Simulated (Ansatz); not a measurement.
# ScGa2N3: a trial structure relaxed, part 1 of 2

The task: take a trial cell of ScGa2N3 to zero force and stress.

Method: DFT PBE, scalar-relativistic, plane waves, PAW, in Ansatz 0.2.0.

## Step 1: The starting structure

Symmetry: P6/mmm, No. 191, hexagonal system. Conventional cell: a = 5.596 Å, b = 5.596 Å, c = 2.903 Å, α = 90.00°, β = 90.00°, γ = 120.00°. Sc (site symmetry 6/mmm) is surrounded by 2 Sc at 2.90 Å and 12 N at 3.15 Å and 6 Ga at 3.23 Å. Ga (site symmetry -6m2) is surrounded by 6 N at 2.17 Å. N (site symmetry mmm) has 4 Ga at 2.17 Å as nearest neighbours.

Coordinates:

```cif
data_structure
_symmetry_space_group_name_H-M 'P6/mmm'
_symmetry_Int_Tables_number 191
_cell_length_a 5.5956
_cell_length_b 5.5956
_cell_length_c 2.9032
_cell_angle_alpha 90.000
_cell_angle_beta 90.000
_cell_angle_gamma 120.000
_cell_volume 78.72
loop_
_atom_site_label
_atom_site_type_symbol
_atom_site_symmetry_multiplicity
_atom_site_Wyckoff_symbol
_atom_site_fract_x
_atom_site_fract_y
_atom_site_fract_z
_atom_site_occupancy
Sc1 Sc 1 a 0.00000 0.00000 0.00000 1
Ga1 Ga 2 c 0.33333 0.66667 0.00000 1
N1 N 3 g 0.50000 0.00000 0.50000 1
```

The cell is invented: species swapped into a database cell of EuB2Rh3 (P6/mmm, No. 191), with Sc on the Eu sites, Ga on the B sites and N on the Rh sites. Its size is a rough estimate.

## Step 2: A first look at the guess

input.yaml reads:

```yaml
crystal:
  lattice:
    - [5.59560513, 0.0, 0.0]
    - [-2.79780257, 4.84593619, 0.0]
    - [0.0, 0.0, 2.90320047]
  atoms:
    - { symbol: Sc, position: [0.0, 0.0, 0.0] }
    - { symbol: Ga, position: [0.33333333, 0.66666667, 0.0] }
    - { symbol: Ga, position: [0.66666667, 0.33333333, 0.0] }
    - { symbol: "N", position: [0.5, 0.0, 0.5] }
    - { symbol: "N", position: [0.5, 0.5, 0.5] }
    - { symbol: "N", position: [0.0, 0.5, 0.5] }
basis:
  ecutwfc: 420
kpoints:
  mp_grid: { grid: [6, 6, 6] }
hamiltonian:
  xc: pbe
scf:
  occupations: { method: gaussian, width: 0.1 }
  lower_state_search: "off"
output:
  forces: true
  stress: true
  eigenvalues: true
```

Command:

```console
$ ansatz run input.yaml --threads 1 --pin off --max-ram 2560MiB --backend cpu --events-out ev --progress --plain --runs-dir out
```

Output, shortened:

```text
[...]
SCF converged after 7 iterations
Free energy (F): -10849.979412 eV
[...]
E sigma→0 (E₀):  -10849.962395 eV
Entropy (-TS):   -0.034035 eV (-5.672 meV/atom)
Fermi energy:    9.876646 eV
[...]
--- Forces (eV/Å), atoms counted from 1 ---
  atom   1  Sc     0.00000000     0.00000000     0.00000000
  atom   2  Ga    -0.00000000    -0.00000000     0.00000000
  atom   3  Ga     0.00000000     0.00000000     0.00000000
  atom   4  N      0.00000000     0.00000000     0.00000000
  atom   5  N     -0.00000000     0.00000000     0.00000000
  atom   6  N     -0.00000000     0.00000000     0.00000000
[...]
--- Stress (GPa, compression-positive) ---
      -10.351709       0.000000       0.000000
       -0.000000     -10.351709       0.000000
        0.000000       0.000000     -18.416940
  P = ⅓ Tr σ = -13.0401 GPa (-130.401 kbar)
--- Band table (eV; the first three rows and the last of 28) ---
[...]
```

Wall time 4.9 s (1 thread of Arm Neoverse V1, shared host); peak memory 0.37 GiB.

From the probe: pressure -13.0 GPa, largest force 0.00 eV/Å, gap on this mesh none (metal). A guess like this is first relaxed loosely on the coarse mesh.

## Step 3: Spin check on a coarse mesh

input.yaml: that of step 2 with these lines changed.

```diff
@@ -9,5 +9,5 @@
     - { symbol: Ga, position: [0.66666667, 0.33333333, 0.0] }
-    - { symbol: "N", position: [0.5, 0.0, 0.5] }
-    - { symbol: "N", position: [0.5, 0.5, 0.5] }
-    - { symbol: "N", position: [0.0, 0.5, 0.5] }
+    - { symbol: "N", position: [0.5, 0.0, 0.5], spin: 1.0 }
+    - { symbol: "N", position: [0.5, 0.5, 0.5], spin: 1.0 }
+    - { symbol: "N", position: [0.0, 0.5, 0.5], spin: 1.0 }
 basis:
@@ -25 +25,4 @@
   eigenvalues: true
+  populations: true
+magnetization:
+  spin_polarized: true
```

Command:

```console
$ ansatz run input.yaml --threads 1 --pin off --max-ram 2560MiB --backend cpu --events-out ev --progress --plain --runs-dir out
```

Output, shortened:

```text
[...]
SCF converged after 24 iterations
Magnetization: -0.0824 μB (25.9588 up, 26.0412 down)
Absolute magnetization: 0.6991 μB (∫|ρ↑−ρ↓|, with the PAW one-centre terms)
Spin contamination: 0.2216 ħ² per cell (⟨S²⟩ above its minimum at these occupations)
[...]
        0.000000       0.000000     -18.330313
  P = ⅓ Tr σ = -13.0771 GPa (-130.771 kbar)
--- Band table (eV; the first three rows and the last of 56) ---
[...]
--- Löwdin populations: 6 sites ---
  site symbol       q [e]    m [muB]
     0     Sc      9.9772    -0.3629
     1     Ga     12.4013    -0.0212
     2     Ga     12.4013    -0.0212
     3      N      5.6802     0.1093
     4      N      5.6802     0.1093
     5      N      5.6802     0.1093
  spilling = 0.003458 (of n_electrons = 52.000000)
```

It took 26 s on 1 thread of Arm Neoverse V1, shared host; peak memory 0.42 GiB.

Site by site:

```
atom  moment in the atom's sphere (μB)  Löwdin electrons
 Sc1                             -0.27              9.98
 Ga2                              0.00             12.40
 Ga3                              0.00             12.40
  N4                              0.09              5.68
  N5                              0.09              5.68
  N6                              0.09              5.68
```

The Löwdin counts miss 0.18 of the 52 electrons, which the atomic orbitals do not span, so they are no charges.

The same cell is solved with trial moments on N. The largest site moment that stays is 0.27 μB and the cell's total 0.08 μB. The workflow keeps spin only above 0.25 μB on a site, so spin is kept from here on.

## Step 4: A loose first relaxation

input.yaml: that of step 3 with these lines changed.

```diff
@@ -28 +28,6 @@
   spin_polarized: true
+relax:
+  adjacent_minimum: "off"
+  f_tol: 0.04
+  max_steps: 70
+  cell: { stress_tol: 0.4 }
```

Command:

```console
$ ansatz run input.yaml --threads 1 --pin off --max-ram 2560MiB --backend cpu --events-out ev --progress --plain --runs-dir out
```

Output:

```text
Warning: RAYON_NUM_THREADS=1 ignored (pool sized by the plan → 1); use --threads N
Engine: ansatz 0.2.0, aarch64-unknown-linux-gnu
Pseudopotentials: kind: paw
Pseudopotential: Sc, paw, valence charge 11, recommended cutoff 420 eV (normal), Sc.paw.azcp
Pseudopotential: Ga, paw, valence charge 13, recommended cutoff 420 eV (normal), Ga.paw.azcp
Pseudopotential: N, paw, valence charge 5, recommended cutoff 420 eV (normal), N.paw.azcp
Functional definition: PBE
  parameter kappa = 0.804
  parameter beta = 0.06672455060314922
  exchange = pbe_x(kappa = kappa, mu = beta*pi^2/3)
  correlation = pbe_c(beta = beta)
Crystal: 6 atoms, lattice volume = 78.723 Å³
Basis set: ecut = 420 eV, 1533 PW (Γ), exchange–correlation on 80×80×40 points (8 copies of the dense FFT grid, shifted against one another)
Bands: 34, of which v1, the nominal top of the filled ones, is band 26 counted from 1 (25 counted from 0)
Symmetry: 24 space group operations
Space group: P6/mmm (ITA 191), of the structure as read, at distance tolerance 4.3e-5 Å
Magnetic group: BNS 191.233 (UNI 1463), of the structure as read, at distance tolerance 4.3e-5 Å
k-points: 28 of 216
Non-local potential: Sc, projectors of the file, l = 0: 3, l = 1: 2, l = 2: 3, l = 3: 1
Non-local potential: Ga, projectors of the file, l = 0: 2, l = 1: 2, l = 2: 3, l = 3: 1
Non-local potential: N, projectors of the file, l = 0: 2, l = 1: 2, l = 2: 1
PAW form: soft (Blöchl's): semilocal exchange-correlation on the pseudo side does not see the compensation charge
PAW one-centre angular grid: Sc, 590 points (default); XC on 64 Gauss nodes
PAW one-centre angular grid: Ga, 590 points (default); XC on 64 Gauss nodes
PAW one-centre angular grid: N, 110 points (default); XC on 64 Gauss nodes
Initial density: superposition of atomic densities (chi_scale 0.1, normalization cell, long waves kept (reshape's long-wave potential 0.05 eV rms))
Starting moments: Σ|m| = 3 μB on 3 of 6 sites
Initial wavefunctions: pseudopotential atomic-orbital guess
Functional: x = pbe(κ = 0.804, μ = 0.2195149727645171), c = pbe(β = 0.06672455060314922)
SCF iter   1: F=—  HF=-10850.755830 eV  |F-HF|=—  |Δ(HF+E_count)|=         —  Δρ=4.43e-2 (↑4.42e-2 ↓4.43e-2)  dr2=8.41e0  dr2_m=1.90e-1  M=1.488 μB ∫|m|=2.176 μB  β_m=0.30  ethr=3.10e-3  ⟨swp⟩=5.6  Hψ=6799  notcnv=0
preconditioner: auto → Kerker (q_TF=auto, 2.546 Å⁻¹)  [metal: Δε(μ)=0.004 eV  Ē_g=11.268 eV  σ=0.100 eV  W_gap=0.02  n_scr=26 (ndim 8)  ℏωp=27.8 eV  f_vac=0.000  D(μ)=4.04/eV (n_scr^D=32)]
spin=Collinear: Kerker preconditioning applied to the charge; magnetization (m = ρ↑ − ρ↓) channel mixes plain (no charge-response kernel on spin).
SCF iter   2: F=—  HF=-10850.084446 eV  |F-HF|=—  |Δ(HF+E_count)|=   6.71e-1  Δρ=3.32e-2 (↑2.58e-2 ↓3.32e-2)  dr2=1.56e0  dr2_m=2.27e-1  M=1.072 μB ∫|m|=1.765 μB  β_m=0.30  ethr=3.10e-3  ⟨swp⟩=2.0  Hψ=3037  notcnv=0  defer=88
SCF iter   3: F=—  HF=-10849.941532 eV  |F-HF|=—  |Δ(HF+E_count)|=   1.43e-1  Δρ=2.19e-2 (↑1.95e-2 ↓2.19e-2)  dr2=7.00e-1  dr2_m=1.35e-1  M=1.061 μB ∫|m|=1.649 μB  β_m=0.30  ethr=3.01e-3  ⟨swp⟩=1.9  Hψ=2319  notcnv=0  defer=92
SCF iter   4: F=—  HF=-10849.884393 eV  |F-HF|=—  |Δ(HF+E_count)|=   5.71e-2  Δρ=1.56e-2 (↑1.56e-2 ↓1.35e-2)  dr2=1.84e-1  dr2_m=1.19e-1  M=0.898 μB ∫|m|=1.458 μB  β_m=0.30  ethr=1.35e-3  ⟨swp⟩=2.0  Hψ=2848  notcnv=0  defer=97
SCF iter   5: F=—  HF=-10849.906000 eV  |F-HF|=—  |Δ(HF+E_count)|=   2.16e-2  Δρ=1.05e-2 (↑1.05e-2 ↓8.61e-3)  dr2=7.02e-2  dr2_m=5.25e-2  M=0.973 μB ∫|m|=1.454 μB  β_m=0.30  ethr=3.54e-4  ⟨swp⟩=2.0  Hψ=2674  notcnv=0  defer=104
SCF iter   6: F=—  HF=-10849.917884 eV  |F-HF|=—  |Δ(HF+E_count)|=   1.19e-2  Δρ=7.64e-3 (↑7.64e-3 ↓7.38e-3)  dr2=3.26e-3  dr2_m=3.94e-2  M=0.896 μB ∫|m|=1.369 μB  β_m=0.30  ethr=1.35e-4  ⟨swp⟩=2.0  Hψ=2406  notcnv=0  defer=104
SCF iter   7: F=—  HF=-10849.930120 eV  |F-HF|=—  |Δ(HF+E_count)|=   1.22e-2  Δρ=7.21e-3 (↑6.14e-3 ↓7.21e-3)  dr2=6.51e-3  dr2_m=3.15e-2  M=0.824 μB ∫|m|=1.292 μB  β_m=0.30  ethr=6.28e-6  ⟨swp⟩=2.4  Hψ=2930  notcnv=0  defer=104
SCF iter   8: F=—  HF=-10849.941222 eV  |F-HF|=—  |Δ(HF+E_count)|=   1.11e-2  Δρ=7.04e-3 (↑7.04e-3 ↓3.94e-3)  dr2=1.99e-2  dr2_m=2.06e-2  M=0.806 μB ∫|m|=1.247 μB  β_m=0.30  ethr=6.28e-6  ⟨swp⟩=2.0  Hψ=3195  notcnv=0  defer=104
Mixer restart at iter 8: flushing history
spin-set hold released at iteration 8 (site moments contracting): the magnetisation degrees of freedom join the quasi-Newton model from the next iteration; the mixer history was flushed
SCF iter   9: F=—  HF=-10849.946413 eV  |F-HF|=—  |Δ(HF+E_count)|=   5.19e-3  Δρ=5.87e-3 (↑4.95e-3 ↓5.87e-3)  dr2=1.26e-2  dr2_m=1.99e-2  M=0.721 μB ∫|m|=1.173 μB  β_m=0.53  ethr=6.28e-6  ⟨swp⟩=2.1  Hψ=2620  notcnv=0  defer=104
SCF iter  10: F=—  HF=-10849.955500 eV  |F-HF|=—  |Δ(HF+E_count)|=   9.09e-3  Δρ=4.66e-3 (↑4.66e-3 ↓3.17e-3)  dr2=9.36e-3  dr2_m=1.03e-2  M=0.673 μB ∫|m|=1.107 μB  β_m=0.17  ethr=6.28e-6  ⟨swp⟩=2.0  Hψ=3257  notcnv=0  defer=104
SCF iter  11: F=—  HF=-10849.960391 eV  |F-HF|=—  |Δ(HF+E_count)|=   4.89e-3  Δρ=3.64e-3 (↑3.64e-3 ↓3.25e-3)  dr2=4.13e-4  dr2_m=8.47e-3  M=0.589 μB ∫|m|=1.043 μB  β_m=0.21  ethr=6.28e-6  ⟨swp⟩=1.8  Hψ=2363  notcnv=0  defer=104
SCF iter  12: F=—  HF=-10849.969466 eV  |F-HF|=—  |Δ(HF+E_count)|=   9.07e-3  Δρ=3.26e-3 (↑3.26e-3 ↓2.86e-3)  dr2=4.89e-4  dr2_m=6.68e-3  M=0.420 μB ∫|m|=0.951 μB  β_m=0.82  ethr=7.94e-7  ⟨swp⟩=2.5  Hψ=3288  notcnv=0  defer=104
SCF iter  13: F=—  HF=-10849.990280 eV  |F-HF|=—  |Δ(HF+E_count)|=   2.08e-2  Δρ=2.64e-3 (↑2.48e-3 ↓2.64e-3)  dr2=2.82e-3  dr2_m=4.10e-3  M=0.065 μB ∫|m|=0.748 μB  β_m=0.91  ethr=7.94e-7  ⟨swp⟩=3.0  Hψ=3844  notcnv=0  defer=104
SCF iter  14: F=—  HF=-10849.996526 eV  |F-HF|=—  |Δ(HF+E_count)|=   6.25e-3  Δρ=1.70e-3 (↑1.70e-3 ↓1.45e-3)  dr2=7.99e-4  dr2_m=1.67e-3  M=-0.023 μB ∫|m|=0.699 μB  β_m=0.95  ethr=7.94e-7  ⟨swp⟩=2.3  Hψ=3431  notcnv=0  defer=104
SCF iter  15: F=—  HF=-10850.000622 eV  |F-HF|=—  |Δ(HF+E_count)|=   4.10e-3  Δρ=1.35e-3 (↑1.35e-3 ↓1.20e-3)  dr2=9.05e-3  dr2_m=4.64e-5  M=-0.087 μB ∫|m|=0.698 μB  β_m=0.98  ethr=7.94e-7  ⟨swp⟩=2.4  Hψ=3346  notcnv=0  defer=104  recentre
SCF iter  16: F=—  HF=-10850.000099 eV  |F-HF|=—  |Δ(HF+E_count)|=   5.23e-4  Δρ=8.54e-4 (↑7.54e-4 ↓8.54e-4)  dr2=4.65e-3  dr2_m=1.56e-5  M=-0.090 μB ∫|m|=0.706 μB  β_m=0.89  ethr=7.94e-7  ⟨swp⟩=2.1  Hψ=3168  notcnv=0  defer=104
SCF iter  17: F=—  HF=-10849.999556 eV  |F-HF|=—  |Δ(HF+E_count)|=   5.43e-4  Δρ=5.23e-4 (↑5.23e-4 ↓4.45e-4)  dr2=5.42e-4  dr2_m=1.01e-4  M=-0.057 μB ∫|m|=0.727 μB  β_m=0.74  ethr=7.94e-7  ⟨swp⟩=2.0  Hψ=3197  notcnv=0  defer=104
SCF iter  18: F=—  HF=-10849.999618 eV  |F-HF|=—  |Δ(HF+E_count)|=   6.20e-5  Δρ=2.57e-4 (↑6.06e-5 ↓2.57e-4)  dr2=9.29e-5  dr2_m=8.52e-6  M=-0.075 μB ∫|m|=0.721 μB  β_m=0.78  ethr=7.94e-7  ⟨swp⟩=2.0  Hψ=3056  notcnv=0  defer=104
SCF iter  19: F=—  HF=-10849.999606 eV  |F-HF|=—  |Δ(HF+E_count)|=   1.18e-5  Δρ=1.77e-4 (↑1.41e-4 ↓1.77e-4)  dr2=3.53e-6  dr2_m=1.78e-5  M=-0.085 μB ∫|m|=0.708 μB  β_m=0.84  ethr=1.79e-7  ⟨swp⟩=2.3  Hψ=2833  notcnv=0  defer=104
SCF iter  20: F=—  HF=-10849.999645 eV  |F-HF|=—  |Δ(HF+E_count)|=   3.82e-5  Δρ=4.77e-5 (↑4.06e-5 ↓4.77e-5)  dr2=2.65e-7  dr2_m=1.36e-6  M=-0.083 μB ∫|m|=0.703 μB  β_m=0.92  ethr=6.79e-9  ⟨swp⟩=2.4  Hψ=3272  notcnv=0  defer=104
SCF iter  21: F=—  HF=-10849.999647 eV  |F-HF|=—  |Δ(HF+E_count)|=   2.68e-6  Δρ=9.56e-6 (↑8.16e-6 ↓9.56e-6)  dr2=1.50e-7  dr2_m=3.37e-8  M=-0.082 μB ∫|m|=0.701 μB  β_m=0.96  ethr=5.10e-10  ⟨swp⟩=2.4  Hψ=3318  notcnv=0  defer=104
iter 22 did not close the SCF: its close was put off for a magnetic moment that had not settled (scf_convergence_deferred on its scf_iter line)
SCF iter  22: F=-10849.999647 eV  HF=-10849.999647 eV  |F-HF|=3.78e-8  |Δ(HF+E_count)|=   5.02e-8  Δρ=4.53e-6 (↑4.53e-6 ↓3.70e-6)  dr2=4.68e-8  dr2_m=4.78e-9  M=-0.082 μB ∫|m|=0.701 μB  β_m=0.91  ethr=1.92e-10  ⟨swp⟩=8.6  Hψ=6472  notcnv=0
iter 23 did not close the SCF: its close was put off for a magnetic moment that had not settled (scf_convergence_deferred on its scf_iter line)
SCF iter  23: F=-10849.999647 eV  HF=-10849.999647 eV  |F-HF|=6.86e-10  |Δ(HF+E_count)|=   2.88e-9  Δρ=1.55e-6 (↑1.55e-6 ↓1.37e-6)  dr2=2.49e-9  dr2_m=1.17e-9  M=-0.082 μB ∫|m|=0.701 μB  β_m=0.95  ethr=9.01e-11  ⟨swp⟩=1.9  Hψ=5293  notcnv=0
SCF iter  24: F=-10849.999647 eV  HF=-10849.999647 eV  |F-HF|=1.24e-10  |Δ(HF+E_count)|=   2.40e-9  Δρ=5.50e-7 (↑4.56e-7 ↓5.50e-7)  dr2=6.62e-11  dr2_m=1.70e-10  M=-0.082 μB ∫|m|=0.701 μB  ethr=4.79e-12  ⟨swp⟩=1.0  Hψ=5314  notcnv=0
SCF 1 converged in 24 iterations: F = -10849.999647 eV  dr2 = 6.62e-11
relax step   1: F+E_penalty+E_count = -10849.99964736 eV  Δ(F+E_penalty+E_count) = +0.000e0 eV  max|allowed force component| = 7.247e-17 eV/Å  Δτ_max = 0.0000 Å  P = -13.077 GPa  Ω = 78.723 Å³  (24 SCF iters, dr2 threshold 1.00e-7 eV, accepted)
[... from here on, the SCF cycles and remarks between the steps are left out ...]
relax step   2: F+E_penalty+E_count = -10850.38397493 eV  Δ(F+E_penalty+E_count) = -3.843e-1 eV  max|allowed force component| = 2.621e-17 eV/Å  Δτ_max = 0.0000 Å  P = -3.896 GPa  Ω = 72.548 Å³  energy of the carried Pulay correction = +1.470e-2 eV  (13 SCF iters, dr2 threshold 6.00e-7 eV, accepted)
relax step   3: F+E_penalty+E_count = -10850.41578588 eV  Δ(F+E_penalty+E_count) = -3.181e-2 eV  max|allowed force component| = 8.327e-17 eV/Å  Δτ_max = 0.0000 Å  P = +0.988 GPa  Ω = 70.284 Å³  energy of the carried Pulay correction = +2.037e-2 eV  (11 SCF iters, dr2 threshold 6.00e-7 eV, accepted)
relax step   4: F+E_penalty+E_count = -10850.41637097 eV  Δ(F+E_penalty+E_count) = -5.851e-4 eV  max|allowed force component| = 1.110e-16 eV/Å  Δτ_max = 0.0000 Å  P = -0.033 GPa  Ω = 70.696 Å³  energy of the carried Pulay correction = +1.933e-2 eV  (11 SCF iters, dr2 threshold 6.00e-7 eV, accepted)
relax step   5: F+E_penalty+E_count = -10850.40340520 eV  Δ(F+E_penalty+E_count) = +1.297e-2 eV  max|allowed force component| = 1.018e-16 eV/Å  Δτ_max = 0.0000 Å  P = -0.252 GPa  Ω = 70.696 Å³  stress off target by 5.72e-1 GPa  SCF on the basis re-selected at this cell (its energy is not comparable with the rows above)  (9 SCF iters)
relax step   6: F+E_penalty+E_count = -10850.40387247 eV  Δ(F+E_penalty+E_count) = -4.673e-4 eV  max|allowed force component| = 7.401e-17 eV/Å  Δτ_max = 0.0000 Å  P = +0.004 GPa  Ω = 70.596 Å³  energy of the carried Pulay correction = +2.810e-4 eV  (10 SCF iters, dr2 threshold 6.00e-7 eV, accepted)
relax step   7: F+E_penalty+E_count = -10850.40358631 eV  Δ(F+E_penalty+E_count) = +2.862e-4 eV  max|allowed force component| = 1.018e-16 eV/Å  Δτ_max = 0.0000 Å  P = +0.001 GPa  Ω = 70.596 Å³  stress off target by 6.71e-3 GPa  SCF on the basis re-selected at this cell (its energy is not comparable with the rows above)  (3 SCF iters)
basis re-selected at this cell: Δ(F+E_penalty+E_count) = +2.862e-4 eV, ΔP = -0.003 GPa vs the last step (what re-selecting the basis moved, of the pressure what is left beyond the Pulay correction that the steps carried, after the strain that the cell walked since its last selection, with what the two solves' SCF thresholds leave and, on support functions, any second-order correction that the steps lacked; it is no measure of the basis error at this ecutwfc). This SCF's stress stands 6.71e-3 GPa from its target on what of the cell is left free (relax.cell.stress_tol is 4.00e-1 GPa) and its largest allowed force component is 1.02e-16 eV/Å (relax.f_tol is 4.00e-2 eV/Å): within both
SCF converged after 3 iterations
Magnetization: -0.2615 μB (25.8692 up, 26.1308 down)
Absolute magnetization: 0.4633 μB (∫|ρ↑−ρ↓|, with the PAW one-centre terms)
Spin contamination: 0.0943 ħ² per cell (⟨S²⟩ above its minimum at these occupations)
Per-site moments (μB) at R_I (Å): [(-0.2581499168742778, 1.1354858222579551), (-0.0009401092543710594, 0.8615342428106104), (-0.0009401092543710574, 0.8615342428106103), (0.029539242869012373, 0.8615342428106106), (0.02953924286901242, 0.8615342428106103), (0.029539242869012498, 0.8615342428106104)]
Free energy (F): -10850.403586 eV
Harris-Foulkes:  -10850.403586 eV  (|F-HF|=2.48e-9)
Internal energy: -10850.385848 eV  (E = F + TS)
E sigma→0 (E₀):  -10850.394717 eV
Entropy (-TS):   -0.017738 eV (-2.956 meV/atom)
Fermi energy:    11.540948 eV
--- Per-component energies (eV) ---
  E_band       = -111.739132
  E_kinetic    = 879.263976
  E_local      = -4876.570729  (includes V_loc(G=0)·N_el)
  E_nonlocal   = 1084.178524
  E_hartree    = 2145.117537
  E_xc         = -419.707527
  E_vxc        = -471.049816  (∫ρ·V_xc dr)
  E_paw        = -5327.305136  (= ΣΔE_a)
  E_vpaw       = -1017.798166  (= ΣTr[D̂ρ^β])
  E_aug_tail   = 0.000086  (compensation charges beyond the density's cutoff)
  E_ewald      = -4335.362579
  E_smearing   = -0.017738  (= −TS)
  E_closure    = 0.000000  (closes the sum)
  Σ components = -10850.403586   (vs F -10850.403586, Δ=0.00e0)
--- Forces (eV/Å), atoms counted from 1 ---
  atom   1  Sc    -0.00000000     0.00000000     0.00000000
  atom   2  Ga    -0.00000000    -0.00000000    -0.00000000
  atom   3  Ga     0.00000000     0.00000000     0.00000000
  atom   4  N      0.00000000     0.00000000    -0.00000000
  atom   5  N      0.00000000     0.00000000    -0.00000000
  atom   6  N      0.00000000     0.00000000     0.00000000
  max |Σ_I F_I| component: 9.25e-18 eV/Å
--- Stress (GPa, compression-positive) ---
        0.004805       0.000000       0.000000
        0.000000       0.004805       0.000000
        0.000000       0.000000      -0.006713
  P = ⅓ Tr σ = 0.0010 GPa (0.010 kbar)
--- Band table (eV; the first three rows and the last of 56) ---
  k-point 0 ↑: bands = ["-38.8637", "-17.5753", "-17.5753", "-16.8046", "-5.3654", "-3.7002", "-3.7002", "-3.2238", "-3.0690", "-2.9910", "-2.9910", "-2.9230", "-2.9230", "-2.8111", "-2.8111", "-1.6777", "-1.6777", "2.4634", "6.3352", "6.3352", "9.8808", "10.3897", "10.8968", "10.8968", "11.1532", "11.6707", "11.6707", "12.3199", "12.4057", "12.4057", "14.4699", "14.4699", "14.8150", "19.0669"]
[... 3 lines left out ...]
--- Relaxed structure (5 steps of the walk, 5 accepted, 2 SCFs on fresh bases) ---
  F+E_penalty+E_count = -10850.40358631 eV   max|allowed force component| = 1.018e-16 eV/Å   (the final SCF, on the basis selected at the relaxed cell)
  cell:  # Å, volume = 70.5955 Å³
    - [5.441822662723803, 2.8074155156892302e-9, 0.0]
    - [-2.7209113337931945, 4.7127566674049834, 0.0]
    - [0.0, 0.0, 2.752692902443527]
  atoms:
    - { symbol: Sc, position: [1.3797097054019352e-34, 1.92644105403014e-34, 0.0] }
    - { symbol: Ga, position: [0.3333333333333332, 0.6666666666666664, 0.0] }
    - { symbol: Ga, position: [0.6666666666666664, 0.3333333333333332, 0.0] }
    - { symbol: N, position: [0.4999999999999999, -5.169878828456423e-26, 0.49999999999999994] }
    - { symbol: N, position: [0.4999999999999999, 0.49999999999999983, 0.49999999999999994] }
    - { symbol: N, position: [0.0, 0.4999999999999999, 0.49999999999999994] }
--- Löwdin populations: 6 sites ---
  site symbol       q [e]    m [muB]
     0     Sc      9.9994    -0.3565
     1     Ga     12.3430    -0.0053
     2     Ga     12.3430    -0.0053
     3      N      5.7096     0.0365
     4      N      5.7096     0.0365
     5      N      5.7096     0.0365
  spilling = 0.003575 (of n_electrons = 52.000000)
```

It took 1.9 min on 1 thread of Arm Neoverse V1, shared host; peak memory 0.44 GiB.

Relaxation path:

| step | energy from step 1 (eV/cell) | largest force component (eV/Å) | pressure (GPa) | volume (Å³) |
| --- | --- | --- | --- | --- |
| 1 | 0.0000 | 0.0000 | -13.08 | 78.72 |
| 2 | -0.3843 | 0.0000 | -3.90 | 72.55 |
| 3 | -0.4161 | 0.0000 | 0.99 | 70.28 |
| 4 | -0.4167 | 0.0000 | -0.03 | 70.70 |
| 5 | -0.4038 | 0.0000 | -0.25 | 70.70 |
| 6 | -0.4042 | 0.0000 | 0.00 | 70.60 |
| 7 | -0.4039 | 0.0000 | 0.00 | 70.60 |

Step 1 is the start. Steps 5, 7 each repeat the geometry before them on a plane-wave basis chosen anew, so the energy can jump there without any move.

|  | before | after | change |
| --- | --- | --- | --- |
| a (Å) | 5.596 | 5.442 | -2.7 % |
| b (Å) | 5.596 | 5.442 | -2.7 % |
| c (Å) | 2.903 | 2.753 | -5.2 % |
| volume (Å³/atom) | 13.12 | 11.77 | -10.3 % |
| shortest distance (Å) | 2.172 | 2.089 | -3.8 % |
| space group (0.01 Å) | P6/mmm | P6/mmm | same |

The run keeps the 24 symmetry operations of the start, so it could not have lowered the symmetry.

Site by site:

```csv
atom,moment in the atom's sphere (μB),Löwdin electrons
Sc1,-0.26,10.00
Ga2,0.00,12.34
Ga3,0.00,12.34
N4,0.03,5.71
N5,0.03,5.71
N6,0.03,5.71
```

The Löwdin counts miss 0.19 of the 52 electrons, which the atomic orbitals do not span, so they are no charges.

(Continued in part 2 of 2.)
